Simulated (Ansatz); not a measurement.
**GaH6O3P: a ladder of functionals and wavefunction methods**

How much do the methods differ for GaH6O3P? The plan is to run it at one geometry with functionals of several rungs and with coupled cluster, and see how far each lands from CCSD(T) at the basis-set limit for the atomisation energy.

The runs use Ansatz 0.2.0, Gaussian basis; functionals in def2-TZVPP, the program's frozen cores in correlated methods.

The runs, in order: LDA (SPW92), PBE-D4, revPBE-D4, BLYP-D4, r2SCAN-D4, B97M-V, PBE0-D4, B3LYP-D4, r2SCANh-D4, r2SCAN0-D4, HSE06-D4, BHLYP-D4, CAM-B3LYP-D4, LC-ωPBE, ωB97X-V, ωB97M-V, B2PLYP, PBE-QIDH; CCSD(T)/def2-SVP; CCSD(T)/def2-TZVPP; MP2/def2-QZVPP; extrapolation to the limit; RPA on PBE.

### Step 1. The relaxed structure

An earlier PBE0-D4 in a triple-zeta def2 set relaxation fixed the geometry.

SMILES `[OH][Ga-]([OH])([OH])[PH3+]`, 11 atoms, charge 0, spin multiplicity 1.

Atoms are counted from 1 here; the program's logs count them from 0.

Bond lengths: O1–Ga2 1.801 Å, O1–H6 0.959 Å, Ga2–O3 1.801 Å, Ga2–O4 1.801 Å, Ga2–P5 2.576 Å, O3–H7 0.959 Å, O4–H8 0.959 Å, P5–H9 1.409 Å, P5–H10 1.409 Å, P5–H11 1.409 Å. Angles: Ga2–O1–H6 112.3°, O1–Ga2–O3 118.2°, O1–Ga2–O4 118.2°, O1–Ga2–P5 97.8°, O3–Ga2–O4 118.2°, O3–Ga2–P5 97.9°, O4–Ga2–P5 97.8°, Ga2–O3–H7 112.3°, Ga2–O4–H8 112.3°, Ga2–P5–H9 118.9°, Ga2–P5–H10 119.0°, Ga2–P5–H11 118.8°, H9–P5–H10 98.6°, H9–P5–H11 98.6°, H10–P5–H11 98.6°.

### Step 2. LDA

This LDA is Slater exchange with PW92 correlation.

Contents of in.yaml:

```yaml
crystal:
  periodic: [false, false, false]
  atoms:
    - {symbol: O, position_ang: [-1.777244, 0.351677, 1.087567]}
    - {symbol: Ga, position_ang: [-0.221226, -0.481746, 0.728024]}
    - {symbol: O, position_ang: [1.211875, -0.084009, 1.744297]}
    - {symbol: O, position_ang: [-0.286195, -2.103383, -0.053735]}
    - {symbol: P, position_ang: [0.432600, 0.885778, -1.355224]}
    - {symbol: H, position_ang: [-1.725670, 0.896459, 1.875462]}
    - {symbol: H, position_ang: [1.801270, -0.833075, 1.852677]}
    - {symbol: H, position_ang: [-1.183691, -2.431308, -0.138639]}
    - {symbol: H, position_ang: [0.683725, 2.265413, -1.214217]}
    - {symbol: H, position_ang: [1.596465, 0.531641, -2.066798]}
    - {symbol: H, position_ang: [-0.466610, 0.945351, -2.438813]}
basis:
  gaussian: {orbitals: def2-TZVPP}
hamiltonian: {xc: lda}
output: {orbitals: {seedname: orbitals}}
```

On the command line:

```sh
> ansatz run in.yaml --threads 4 --pin off --events-out ev --progress --plain --max-ram 11315MiB
```

Further steps of the session: PBE-D4 (GGA); revPBE-D4 (GGA); BLYP-D4 (GGA); r2SCAN-D4 (meta-GGA); B97M-V (meta-GGA); B3LYP-D4 (hybrid); r2SCANh-D4 (hybrid); r2SCAN0-D4 (hybrid); HSE06-D4 (hybrid); BHLYP-D4 (hybrid); CAM-B3LYP-D4 (range-separated); LC-ωPBE (range-separated); ωB97X-V (range-separated); ωB97M-V (range-separated); B2PLYP (double hybrid); PBE-QIDH (double hybrid); CCSD(T) in def2-SVP; CCSD(T) in def2-TZVPP; MP2 in def2-QZVPP; RPA on PBE orbitals.

Q: Predict the results of all the runs planned. Wanted: atomisation energy, CCSD(T)/CBS; farthest beyond LDA; mean size of error, GGA; mean size of error, meta-GGA; mean size of error, hybrid; mean size of error, range-separated; mean size of error, double hybrid; gap, smallest and largest; T1 diagnostic.

**Answer**, as computed:

| quantity | value |
| --- | --- |
| atomisation energy, CCSD(T)/CBS | 37.114 eV |
| functionals within 0.371 eV (1.0 %) | PBE-D4, r2SCAN-D4, CAM-B3LYP-D4, ωB97X-V, ωB97M-V |
| farthest beyond LDA | BHLYP-D4 (-2.000 eV) |
| mean size of error, GGA | 0.502 eV |
| mean size of error, meta-GGA | 0.406 eV |
| mean size of error, hybrid | 1.078 eV |
| mean size of error, range-separated | 0.352 eV |
| mean size of error, double hybrid | 0.910 eV |
| gap, smallest and largest | 5.38 eV (BLYP-D4), 12.82 eV (LC-ωPBE) |
| T1 diagnostic | 0.0139 |
| triples share of the correlation energy | 3.6 % |

The LDA atomisation energy is off by 5.569 eV (15 %): it overbinds. PBE-D4 is off by +0.023 eV. Double hybrids carry the basis error of their MP2 part in triple zeta, and no dispersion term here, so their miss is partly the set-up's. Taken by rung, range-separated functionals do best (0.352 eV on average) and hybrid ones worst beyond LDA (1.078 eV). double hybrid functionals lie within the reference's doubt of that worst mean (0.910 eV), so those two tie. The gap between the best rungs is small, so their order is not settled. The mean of the hybrids holds BHLYP, with half exact exchange. The reference freezes the cores and leaves out relativity and excitations past (T), and its outer-core shells are covered unevenly, so misses under about 0.371 eV can't be ranked. Hartree-Fock recovers 66 % of the binding; the rest is correlation. CCSD(T) in def2-SVP is off by -3.210 eV, so the small basis spoils what the method gains. The gap grows from 5.4 to 12.8 eV across the functionals, mostly with the share of exact exchange. Correlated methods include outer-core shells of Ga, which these sets cover unevenly.
